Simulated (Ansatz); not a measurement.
# K+ with AsH₃: interaction against distance, part 2 of 3

Ansatz 0.2.0, Gaussian basis.

**7. B moved by +0.17 Å, CCSD(T)/def2-TZVPPD**

The inputs:

ab/in.yaml

```yaml
crystal:
  periodic: [false, false, false]
  atoms:
    - {symbol: K, position_ang: [0.068302, 0.032271, -3.210862]}
    - {symbol: As, position_ang: [-0.008087, -0.004265, 0.389748]}
    - {symbol: H, position_ang: [1.212900, -0.383124, 1.192165]}
    - {symbol: H, position_ang: [-0.322389, 1.246146, 1.174573]}
    - {symbol: H, position_ang: [-0.965210, -0.898025, 1.140306]}
basis:
  gaussian: {orbitals: "def2-TZVPPD.json"}
total_charge: 1
correlation: {method: ccsd_t}
```

a/in.yaml

```yaml
crystal:
  periodic: [false, false, false]
  atoms:
    - {symbol: K, position_ang: [0.068302, 0.032271, -3.210862]}
basis:
  gaussian:
    orbitals: "def2-TZVPPD.json"
    ghost_atoms:
      - {symbol: As, position_ang: [-0.008087, -0.004265, 0.389748]}
      - {symbol: H, position_ang: [1.212900, -0.383124, 1.192165]}
      - {symbol: H, position_ang: [-0.322389, 1.246146, 1.174573]}
      - {symbol: H, position_ang: [-0.965210, -0.898025, 1.140306]}
total_charge: 1
correlation: {method: ccsd_t}
```

b/in.yaml

```yaml
crystal:
  periodic: [false, false, false]
  atoms:
    - {symbol: As, position_ang: [-0.008087, -0.004265, 0.389748]}
    - {symbol: H, position_ang: [1.212900, -0.383124, 1.192165]}
    - {symbol: H, position_ang: [-0.322389, 1.246146, 1.174573]}
    - {symbol: H, position_ang: [-0.965210, -0.898025, 1.140306]}
basis:
  gaussian:
    orbitals: "def2-TZVPPD.json"
    ghost_atoms:
      - {symbol: K, position_ang: [0.068302, 0.032271, -3.210862]}
correlation: {method: ccsd_t}
```

Each run has its own folder and the same command.

On the command line:

```sh
$ ansatz run in.yaml --threads 2 --pin off --events-out ev --progress --plain --max-ram 5222MiB
```

ab printed, cut to the lines that bear on the results:

```text
Functional definition: HF
  name "HF"
  cite "Fock, Z. Phys. 61, 126 (1930) doi:10.1007/BF01340294"
  parent pbe
[...]
939 factors; integrals over basis functions are off by at most 4.9e-4 eV
[...]
mean field -77143.00531963 eV, -2834.9531560894 hartree, gradient 1.2e-6 eV, S^2 0.000000; 1 other end points of the search recorded, 0 dependent functions left out
14 core orbitals not correlated: weight in the atoms' cores, before any rotation towards them, 1.000 or more for the frozen orbitals, at most 0.000 for the correlated occupied ones
reference -77143.00531963 eV, -2834.9531560894 hartree; 13, 13 occupied and 114, 114 virtual orbitals, 939 factors
second order -11.97571614 eV of doubles, -0.00000000 eV of singles
cycle   1  -12.41024128 eV  change   -4.3e-1 eV  update   7.0e-2
[...]
cycle   8  -12.75850616 eV  change   -1.5e-5 eV  update   2.4e-5
perturbative correction -0.31197503 eV, -0.0114648711 hartree
Total energy: -77156.07580082 eV, -2835.4334874137 hartree
```

Log of a, cut to the lines that bear on the results:

```text
[... 4 set-up lines as earlier in the session ...]
[...]
909 factors; integrals over basis functions are off by at most 4.9e-4 eV
[...]
mean field -16299.78540894 eV, -599.0060653872 hartree, gradient 2.2e-6 eV, S^2 0.000000; 0 other end points of the search recorded, 0 dependent functions left out
5 core orbitals not correlated: weight in the atoms' cores, before any rotation towards them, 1.000 or more for the frozen orbitals, at most 0.000 for the correlated occupied ones
reference -16299.78540894 eV, -599.0060653872 hartree; 4, 4 occupied and 132, 132 virtual orbitals, 909 factors
second order -4.10901761 eV of doubles, -0.00000000 eV of singles
cycle   1  -4.38315586 eV  change   -2.7e-1 eV  update   1.9e-2
[...]
cycle   6  -4.42409070 eV  change   -1.9e-6 eV  update   3.7e-6
perturbative correction -0.04615079 eV, -0.0016960102 hartree
Total energy: -16304.25565042 eV, -599.1703437317 hartree
```

Log of b, cut to the lines that bear on the results:

```text
[... 4 set-up lines as earlier in the session ...]
[...]
801 factors; integrals over basis functions are off by at most 1.3e-3 eV
[...]
mean field -60842.81763302 eV, -2235.9323072705 hartree, gradient 1.9e-6 eV, S^2 0.000000; 0 other end points of the search recorded, 0 dependent functions left out
9 core orbitals not correlated: weight in the atoms' cores, before any rotation towards them, 1.000 or more for the frozen orbitals, at most 0.000 for the correlated occupied ones
reference -60842.81763302 eV, -2235.9323072705 hartree; 9, 9 occupied and 123, 123 virtual orbitals, 801 factors
second order -7.84758233 eV of doubles, -0.00000000 eV of singles
cycle   1  -8.01855919 eV  change   -1.7e-1 eV  update   6.7e-2
[...]
cycle   9  -8.32619658 eV  change   -2.5e-7 eV  update   7.5e-6
perturbative correction -0.26435478 eV, -0.0097148592 hartree
Total energy: -60851.40818438 eV, -2236.2480042101 hartree
```

Times: 29 s (ab), 6 s (a), 16 s (b) on 2 threads of Arm Neoverse N1, shared host; peak memory 0.81 GiB.

Interaction: -9.50 kcal/mol.

**8. B moved by +0.41 Å, wB97M-V/def2-TZVPPD**

ab/in.yaml

```yaml
crystal:
  periodic: [false, false, false]
  atoms:
    - {symbol: K, position_ang: [0.068302, 0.032271, -3.210862]}
    - {symbol: As, position_ang: [-0.013192, -0.006679, 0.629788]}
    - {symbol: H, position_ang: [1.207795, -0.385538, 1.432205]}
    - {symbol: H, position_ang: [-0.327493, 1.243732, 1.414614]}
    - {symbol: H, position_ang: [-0.970315, -0.900439, 1.380346]}
basis:
  gaussian: {orbitals: "def2-TZVPPD.json"}
total_charge: 1
hamiltonian: {xc: {name: wB97M-V}}
```

a/in.yaml

```yaml
crystal:
  periodic: [false, false, false]
  atoms:
    - {symbol: K, position_ang: [0.068302, 0.032271, -3.210862]}
basis:
  gaussian:
    orbitals: "def2-TZVPPD.json"
    ghost_atoms:
      - {symbol: As, position_ang: [-0.013192, -0.006679, 0.629788]}
      - {symbol: H, position_ang: [1.207795, -0.385538, 1.432205]}
      - {symbol: H, position_ang: [-0.327493, 1.243732, 1.414614]}
      - {symbol: H, position_ang: [-0.970315, -0.900439, 1.380346]}
total_charge: 1
hamiltonian: {xc: {name: wB97M-V}}
```

b/in.yaml

```yaml
crystal:
  periodic: [false, false, false]
  atoms:
    - {symbol: As, position_ang: [-0.013192, -0.006679, 0.629788]}
    - {symbol: H, position_ang: [1.207795, -0.385538, 1.432205]}
    - {symbol: H, position_ang: [-0.327493, 1.243732, 1.414614]}
    - {symbol: H, position_ang: [-0.970315, -0.900439, 1.380346]}
basis:
  gaussian:
    orbitals: "def2-TZVPPD.json"
    ghost_atoms:
      - {symbol: K, position_ang: [0.068302, 0.032271, -3.210862]}
hamiltonian: {xc: {name: wB97M-V}}
```

The same command starts each run, in its folder.

On the command line:

```sh
$ ansatz run in.yaml --threads 2 --pin off --events-out ev --progress --plain --max-ram 5222MiB
```

Log of ab, cut to the lines that bear on the results:

```text
[... 5 set-up lines as earlier in the session ...]
  # Of w^i u^j: cxij and so on, Table III.
[...]
  gx(w, u) = 1 - cx + cx01*u + cx10*w
[...]
      + integral(e_c_pw_mod_opposite_spin*gos(b97_w_opposite, b97_u_opposite)) + vv10(b, c)
942 factors; their error is unknown
271 factors; integrals over basis functions are off by at most 5.1e-5 eV
[...]
mean field -77205.77860571 eV, -2837.2600318037 hartree, gradient 8.2e-5 eV, S^2 0.000000; 0 other end points of the search recorded, 0 dependent functions left out
reference -77205.77866745 eV, -2837.2600340724 hartree; 27, 27 occupied and 114, 114 virtual orbitals, 942 factors
Total energy: -77205.77866745 eV, -2837.2600340724 hartree
```

Log of a, cut to the lines that bear on the results:

```text
[... 5 set-up lines as earlier in the session ...]
  # Of w^i u^j: cxij and so on, Table III.
[...]
  gx(w, u) = 1 - cx + cx01*u + cx10*w
[...]
      + integral(e_c_pw_mod_opposite_spin*gos(b97_w_opposite, b97_u_opposite)) + vv10(b, c)
902 factors; their error is unknown
256 factors; integrals over basis functions are off by at most 5.0e-5 eV
[...]
mean field -16319.33199931 eV, -599.7243893340 hartree, gradient 1.2e-5 eV, S^2 0.000000; 0 other end points of the search recorded, 0 dependent functions left out
reference -16319.33203362 eV, -599.7243905951 hartree; 9, 9 occupied and 132, 132 virtual orbitals, 902 factors
Total energy: -16319.33203362 eV, -599.7243905951 hartree
```

Log of b, cut to the lines that bear on the results:

```text
[... 5 set-up lines as earlier in the session ...]
  # Of w^i u^j: cxij and so on, Table III.
[...]
  gx(w, u) = 1 - cx + cx01*u + cx10*w
[...]
      + integral(e_c_pw_mod_opposite_spin*gos(b97_w_opposite, b97_u_opposite)) + vv10(b, c)
853 factors; their error is unknown
226 factors; integrals over basis functions are off by at most 5.2e-5 eV
[...]
mean field -60886.05335427 eV, -2237.5211907201 hartree, gradient 5.6e-6 eV, S^2 0.000000; 0 other end points of the search recorded, 0 dependent functions left out
reference -60886.05341166 eV, -2237.5211928294 hartree; 18, 18 occupied and 123, 123 virtual orbitals, 853 factors
Total energy: -60886.05341166 eV, -2237.5211928294 hartree
```

Wall times: 15 s (ab), 8.5 s (a), 13 s (b) on 2 threads of Arm Neoverse N1, shared host; peak memory 0.43 GiB.

Interaction: -9.07 kcal/mol.

**9. B moved by +0.41 Å, CCSD(T)/def2-TZVPPD**

The same edit goes into each in.yaml of step 8 (ab, a, b):

```diff
-hamiltonian: {xc: {name: wB97M-V}}
+correlation: {method: ccsd_t}
```

The same command starts each run, in its folder.

On the command line:

```sh
$ ansatz run in.yaml --threads 2 --pin off --events-out ev --progress --plain --max-ram 5222MiB
```

Log of ab, cut to the lines that bear on the results:

```text
[... 4 set-up lines as earlier in the session ...]
[...]
939 factors; integrals over basis functions are off by at most 4.7e-4 eV
[...]
mean field -77142.98276290 eV, -2834.9523271449 hartree, gradient 1.4e-6 eV, S^2 0.000000; 1 other end points of the search recorded, 0 dependent functions left out
14 core orbitals not correlated: weight in the atoms' cores, before any rotation towards them, 1.000 or more for the frozen orbitals, at most 0.000 for the correlated occupied ones
reference -77142.98276290 eV, -2834.9523271449 hartree; 13, 13 occupied and 114, 114 virtual orbitals, 939 factors
second order -11.95812417 eV of doubles, -0.00000000 eV of singles
cycle   1  -12.39554072 eV  change   -4.4e-1 eV  update   7.0e-2
[...]
cycle   8  -12.74389045 eV  change   -1.7e-5 eV  update   2.6e-5
perturbative correction -0.31086138 eV, -0.0114239450 hartree
Total energy: -77156.03751473 eV, -2835.4320804257 hartree
```

a printed, cut to the lines that bear on the results:

```text
[... 4 set-up lines as earlier in the session ...]
[...]
909 factors; integrals over basis functions are off by at most 4.1e-4 eV
[...]
mean field -16299.78524333 eV, -599.0060593012 hartree, gradient 2.2e-6 eV, S^2 0.000000; 0 other end points of the search recorded, 0 dependent functions left out
5 core orbitals not correlated: weight in the atoms' cores, before any rotation towards them, 1.000 or more for the frozen orbitals, at most 0.000 for the correlated occupied ones
reference -16299.78524333 eV, -599.0060593012 hartree; 4, 4 occupied and 132, 132 virtual orbitals, 909 factors
second order -4.10717133 eV of doubles, -0.00000000 eV of singles
cycle   1  -4.38119697 eV  change   -2.7e-1 eV  update   1.9e-2
[...]
cycle   6  -4.42209270 eV  change   -2.0e-6 eV  update   3.6e-6
perturbative correction -0.04608363 eV, -0.0016935420 hartree
Total energy: -16304.25341966 eV, -599.1702617526 hartree
```

Output in b, cut to the lines that bear on the results:

```text
[... 4 set-up lines as earlier in the session ...]
[...]
801 factors; integrals over basis functions are off by at most 1.1e-3 eV
[...]
mean field -60842.81718227 eV, -2235.9322907058 hartree, gradient 1.9e-6 eV, S^2 0.000000; 0 other end points of the search recorded, 0 dependent functions left out
9 core orbitals not correlated: weight in the atoms' cores, before any rotation towards them, 1.000 or more for the frozen orbitals, at most 0.000 for the correlated occupied ones
reference -60842.81718227 eV, -2235.9322907058 hartree; 9, 9 occupied and 123, 123 virtual orbitals, 801 factors
second order -7.84612920 eV of doubles, -0.00000000 eV of singles
cycle   1  -8.01730328 eV  change   -1.7e-1 eV  update   6.7e-2
[...]
cycle   9  -8.32494284 eV  change   -1.2e-8 eV  update   7.5e-6
perturbative correction -0.26429913 eV, -0.0097128139 hartree
Total energy: -60851.40642424 eV, -2236.2479395260 hartree
```

Times: 29 s (ab), 6 s (a), 16 s (b) on 2 threads of Arm Neoverse N1, shared host; peak memory 0.81 GiB.

Interaction: -8.71 kcal/mol.

**10. B moved by +0.86 Å, wB97M-V/def2-TZVPPD**

ab/in.yaml

```yaml
crystal:
  periodic: [false, false, false]
  atoms:
    - {symbol: K, position_ang: [0.068302, 0.032271, -3.210862]}
    - {symbol: As, position_ang: [-0.022672, -0.011162, 1.075578]}
    - {symbol: H, position_ang: [1.198315, -0.390021, 1.877995]}
    - {symbol: H, position_ang: [-0.336974, 1.239249, 1.860403]}
    - {symbol: H, position_ang: [-0.979795, -0.904922, 1.826136]}
basis:
  gaussian: {orbitals: "def2-TZVPPD.json"}
total_charge: 1
hamiltonian: {xc: {name: wB97M-V}}
```

a/in.yaml

```yaml
crystal:
  periodic: [false, false, false]
  atoms:
    - {symbol: K, position_ang: [0.068302, 0.032271, -3.210862]}
basis:
  gaussian:
    orbitals: "def2-TZVPPD.json"
    ghost_atoms:
      - {symbol: As, position_ang: [-0.022672, -0.011162, 1.075578]}
      - {symbol: H, position_ang: [1.198315, -0.390021, 1.877995]}
      - {symbol: H, position_ang: [-0.336974, 1.239249, 1.860403]}
      - {symbol: H, position_ang: [-0.979795, -0.904922, 1.826136]}
total_charge: 1
hamiltonian: {xc: {name: wB97M-V}}
```

b/in.yaml

```yaml
crystal:
  periodic: [false, false, false]
  atoms:
    - {symbol: As, position_ang: [-0.022672, -0.011162, 1.075578]}
    - {symbol: H, position_ang: [1.198315, -0.390021, 1.877995]}
    - {symbol: H, position_ang: [-0.336974, 1.239249, 1.860403]}
    - {symbol: H, position_ang: [-0.979795, -0.904922, 1.826136]}
basis:
  gaussian:
    orbitals: "def2-TZVPPD.json"
    ghost_atoms:
      - {symbol: K, position_ang: [0.068302, 0.032271, -3.210862]}
hamiltonian: {xc: {name: wB97M-V}}
```

The same command starts each run, in its folder.

On the command line:

```sh
$ ansatz run in.yaml --threads 2 --pin off --events-out ev --progress --plain --max-ram 5222MiB
```

Log of ab, cut to the lines that bear on the results:

```text
[... 5 set-up lines as earlier in the session ...]
  # Of w^i u^j: cxij and so on, Table III.
[...]
  gx(w, u) = 1 - cx + cx01*u + cx10*w
[...]
      + integral(e_c_pw_mod_opposite_spin*gos(b97_w_opposite, b97_u_opposite)) + vv10(b, c)
942 factors; their error is unknown
272 factors; integrals over basis functions are off by at most 6.2e-5 eV
[...]
mean field -77205.68633176 eV, -2837.2566407985 hartree, gradient 8.8e-5 eV, S^2 0.000000; 0 other end points of the search recorded, 0 dependent functions left out
reference -77205.68639492 eV, -2837.2566431196 hartree; 27, 27 occupied and 114, 114 virtual orbitals, 942 factors
Total energy: -77205.68639492 eV, -2837.2566431196 hartree
```

Output in a, cut to the lines that bear on the results:

```text
[... 5 set-up lines as earlier in the session ...]
  # Of w^i u^j: cxij and so on, Table III.
[...]
  gx(w, u) = 1 - cx + cx01*u + cx10*w
[...]
      + integral(e_c_pw_mod_opposite_spin*gos(b97_w_opposite, b97_u_opposite)) + vv10(b, c)
902 factors; their error is unknown
256 factors; integrals over basis functions are off by at most 6.0e-5 eV
[...]
mean field -16319.33178645 eV, -599.7243815116 hartree, gradient 1.6e-5 eV, S^2 0.000000; 0 other end points of the search recorded, 0 dependent functions left out
reference -16319.33182114 eV, -599.7243827864 hartree; 9, 9 occupied and 132, 132 virtual orbitals, 902 factors
Total energy: -16319.33182114 eV, -599.7243827864 hartree
```

Output in b, cut to the lines that bear on the results:

```text
[... 5 set-up lines as earlier in the session ...]
  # Of w^i u^j: cxij and so on, Table III.
[...]
  gx(w, u) = 1 - cx + cx01*u + cx10*w
[...]
      + integral(e_c_pw_mod_opposite_spin*gos(b97_w_opposite, b97_u_opposite)) + vv10(b, c)
853 factors; their error is unknown
226 factors; integrals over basis functions are off by at most 5.4e-5 eV
[...]
mean field -60886.05237408 eV, -2237.5211546990 hartree, gradient 3.8e-5 eV, S^2 0.000000; 0 other end points of the search recorded, 0 dependent functions left out
reference -60886.05243262 eV, -2237.5211568501 hartree; 18, 18 occupied and 123, 123 virtual orbitals, 853 factors
Total energy: -60886.05243262 eV, -2237.5211568501 hartree
```

Times: 15 s (ab), 8 s (a), 16 s (b) on 2 threads of Arm Neoverse N1, shared host; peak memory 0.43 GiB.

ab − a − b = -6.97 kcal/mol.

**11. B moved by +0.86 Å, CCSD(T)/def2-TZVPPD**

The same edit goes into each in.yaml of step 10 (ab, a, b):

```diff
-hamiltonian: {xc: {name: wB97M-V}}
+correlation: {method: ccsd_t}
```

Each run has its own folder and the same command.

On the command line:

```sh
$ ansatz run in.yaml --threads 2 --pin off --events-out ev --progress --plain --max-ram 5222MiB
```

ab printed, cut to the lines that bear on the results:

```text
[... 4 set-up lines as earlier in the session ...]
[...]
939 factors; integrals over basis functions are off by at most 4.2e-4 eV
[...]
mean field -77142.90719581 eV, -2834.9495501056 hartree, gradient 1.2e-6 eV, S^2 0.000000; 0 other end points of the search recorded, 0 dependent functions left out
14 core orbitals not correlated: weight in the atoms' cores, before any rotation towards them, 1.000 or more for the frozen orbitals, at most 0.000 for the correlated occupied ones
reference -77142.90719581 eV, -2834.9495501056 hartree; 13, 13 occupied and 114, 114 virtual orbitals, 939 factors
second order -11.94352373 eV of doubles, -0.00000000 eV of singles
cycle   1  -12.38389612 eV  change   -4.4e-1 eV  update   7.0e-2
[...]
cycle   8  -12.73244441 eV  change   -2.0e-5 eV  update   2.9e-5
perturbative correction -0.30983046 eV, -0.0113860596 hartree
Total energy: -77155.94947069 eV, -2835.4288448668 hartree
```

Output in a, cut to the lines that bear on the results:

```text
[... 4 set-up lines as earlier in the session ...]
[...]
909 factors; integrals over basis functions are off by at most 4.1e-4 eV
[...]
mean field -16299.78515168 eV, -599.0060559329 hartree, gradient 2.2e-6 eV, S^2 0.000000; 0 other end points of the search recorded, 0 dependent functions left out
5 core orbitals not correlated: weight in the atoms' cores, before any rotation towards them, 1.000 or more for the frozen orbitals, at most 0.000 for the correlated occupied ones
reference -16299.78515168 eV, -599.0060559329 hartree; 4, 4 occupied and 132, 132 virtual orbitals, 909 factors
second order -4.10579738 eV of doubles, -0.00000000 eV of singles
cycle   1  -4.37976137 eV  change   -2.7e-1 eV  update   1.9e-2
[...]
cycle   6  -4.42062727 eV  change   -2.0e-6 eV  update   3.5e-6
perturbative correction -0.04601480 eV, -0.0016910125 hartree
Total energy: -16304.25179375 eV, -599.1702020014 hartree
```

b printed, cut to the lines that bear on the results:

```text
[... 4 set-up lines as earlier in the session ...]
[...]
802 factors; integrals over basis functions are off by at most 9.4e-4 eV
[...]
mean field -60842.81653949 eV, -2235.9322670840 hartree, gradient 2.0e-6 eV, S^2 0.000000; 0 other end points of the search recorded, 0 dependent functions left out
9 core orbitals not correlated: weight in the atoms' cores, before any rotation towards them, 1.000 or more for the frozen orbitals, at most 0.000 for the correlated occupied ones
reference -60842.81653949 eV, -2235.9322670840 hartree; 9, 9 occupied and 123, 123 virtual orbitals, 802 factors
second order -7.84467859 eV of doubles, -0.00000000 eV of singles
cycle   1  -8.01606245 eV  change   -1.7e-1 eV  update   6.7e-2
[...]
cycle   8  -8.32369902 eV  change   -1.7e-5 eV  update   2.2e-5
perturbative correction -0.26421655 eV, -0.0097097793 hartree
Total energy: -60851.40445507 eV, -2236.2478671604 hartree
```

Times: 29 s (ab), 6 s (a), 15 s (b) on 2 threads of Arm Neoverse N1, shared host; peak memory 0.8 GiB.

This point gives -6.76 kcal/mol.

(Continued in part 3 of 3.)
